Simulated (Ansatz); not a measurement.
# Zn: the cost of one run

Method: DFT PBE, scalar-relativistic, plane waves, PAW, in Ansatz 0.2.0.

## 1. The structure to begin with

The structure is hexagonal, space group P6_3/mmc (No. 194). The conventional cell has a = 2.665 Å, b = 2.665 Å, c = 4.947 Å, α = 90.00°, β = 90.00°, γ = 120.00°. Zn (site symmetry -6m2) has 12 Zn at 2.66 to 2.91 Å in its first shell of neighbours.

As a file:

```cif
data_structure
_symmetry_space_group_name_H-M 'P6_3/mmc'
_symmetry_Int_Tables_number 194
_cell_length_a 2.6648
_cell_length_b 2.6648
_cell_length_c 4.9467
_cell_angle_alpha 90.000
_cell_angle_beta 90.000
_cell_angle_gamma 120.000
_cell_volume 30.42
loop_
_atom_site_label
_atom_site_type_symbol
_atom_site_symmetry_multiplicity
_atom_site_Wyckoff_symbol
_atom_site_fract_x
_atom_site_fract_y
_atom_site_fract_z
_atom_site_occupancy
Zn1 Zn 2 c 0.33333 0.66667 0.25000 1
```

No relaxation comes first: the listed cell is the starting point.

## 2. Zero of energy

Reference values: F = -6638.0619 eV; pressure -0.36 GPa; largest force 0.000 eV/Å; gap on the mesh none (metal). It was computed beforehand with the settings of the runs below.

## 3. Next: a two-dimensional strain map

The cell is strained by p along both x and y and by q along z, with fractional coordinates fixed.

## 4. At p = -0.080, q = -0.080

Contents of input.yaml:

```yaml
crystal:
  lattice:
    - [2.4516142089, 0.0, 0.0]
    - [-1.2258071045, 2.1231601852, 0.0]
    - [0.0, 0.0, 4.550964]
  atoms:
    - { symbol: Zn, position: [0.3333333333, 0.6666666667, 0.25] }
    - { symbol: Zn, position: [0.6666666667, 0.3333333333, 0.75] }
basis:
  ecutwfc: 420
kpoints:
  mp_grid: { grid: [24, 24, 10] }
hamiltonian:
  xc: pbe
scf:
  occupations: { method: gaussian, width: 0.15 }
output:
  forces: true
  stress: true
  eigenvalues: true
```

Run with:

```bash
> ansatz run input.yaml --threads 1 --pin off --max-ram 2560MiB --backend cpu --events-out ev --progress --plain --runs-dir out
```

**Question.** How long does this run take on 1 thread of Oxide Virtual Turin-like (Zen 5), shared host, and how much memory does it need?

About 3.2 s, with a peak of 0.44 GiB.
